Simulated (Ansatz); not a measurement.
# BGeHCl+ (triplet): the correlation ladder, cc-pVDZ

The task here is to estimate one member of a computed series from the others.

Method: cc-pVDZ, core rule «outside noble gas», up to 20 orbitals frozen; program: Ansatz 0.2.0, Gaussian basis.

To be run: UHF; CCSD(T) on ROHF; CCSD(T) on UHF; BCCD(T) on ROHF; CISD; CCSDT(Q) on ROHF; CCSDT(Q) on UHF; CASSCF and NEVPT2, 10 electrons in 10 orbitals.

35 further runs of the same task are left out: 24 that didn't finish, 11 set aside as unsound or not needed.

## The system

The geometry is a PBE0/def2-TZVP stationary point (not a proven minimum) of the parent state, kept for this charge and spin. No spin-orbit coupling is included. The filled d shell of Ge may be among the frozen orbitals whatever the setting's name suggests; the logs give the count.

4 atoms, charge 1, spin multiplicity 3.

Atoms are counted from 1 here; the program's logs count them from 0.

Bond lengths: B1–Ge2 1.909 Å, Ge2–Cl3 2.152 Å, Ge2–H4 1.534 Å. Angles: B1–Ge2–Cl3 123.6°, B1–Ge2–H4 132.5°, Cl3–Ge2–H4 103.9°.

As a file:

```tsv
atom	x (Å)	y (Å)	z (Å)
B1	0.0000	-1.1056	1.8572
Ge2	0.0000	0.2375	0.5003
Cl3	0.0000	-0.1999	-1.6072
H4	0.0000	1.7699	0.5591
```

Set-up of the first run:

Contents of in.yaml:

```yaml
crystal:
  periodic: [false, false, false]
  atoms:
    - {symbol: B, position_ang: [0.000000, -1.105561, 1.857168]}
    - {symbol: Ge, position_ang: [0.000000, 0.237547, 0.500263]}
    - {symbol: Cl, position_ang: [0.000000, -0.199904, -1.607211]}
    - {symbol: H, position_ang: [0.000000, 1.769935, 0.559060]}
basis:
  gaussian: {orbitals: cc-pVDZ}
total_charge: 1
magnetization: {spin_polarized: true, initial_magnetization: 2}
hamiltonian: {xc: hf}
output: {orbitals: {seedname: orbitals}}
```

Started as:

```bash
> ansatz run in.yaml --threads 1 --pin off --events-out ev --progress --plain --max-ram 2393MiB
```

Steps of the session up to this table: UHF; CCSD(T) on ROHF; CCSD(T) on UHF; BCCD(T) on ROHF; CISD; CCSDT(Q) on ROHF; CCSDT(Q) on UHF; CASSCF and NEVPT2, 10 electrons in 10 orbitals.

One table of the session follows, with a row left open; its other results are not shown here.

It belongs to the step «Misses and costs». 

```
   method  from UCCSDT(Q) (kJ/mol)
     ROHF                   +742.6
      UHF                   +738.5
     RMP2                   +125.8
     UMP2                   +125.5
     CISD                    +96.6
    RCCSD                    +28.7
    UCCSD                    +28.5
 RCCSD(T)                     +6.4
 UCCSD(T)                     +6.3
  BCCD(T)                     +6.2
   RCCSDT                     +2.1
   UCCSDT                     +2.0
RCCSDT(Q)                        ?
UCCSDT(Q)                        0
```

**Question.** Estimate the row for RCCSDT(Q).

As computed: from UCCSDT(Q) (kJ/mol): +0.4. In the column «from UCCSDT(Q) (kJ/mol)» it lies between UCCSDT(Q) (0) and UCCSDT (+2.0).

Left out of the table: CASSCF frontier, NEVPT2 frontier (the active space lost an orbital or holds another state than full CI finds).

To keep in mind: Restricted and unrestricted rows rest on different reference determinants; where their highest levels disagree by more than a few hundredths of an eV, they describe different states and don't form one ladder. Warnings in the runs' records: passed over end.
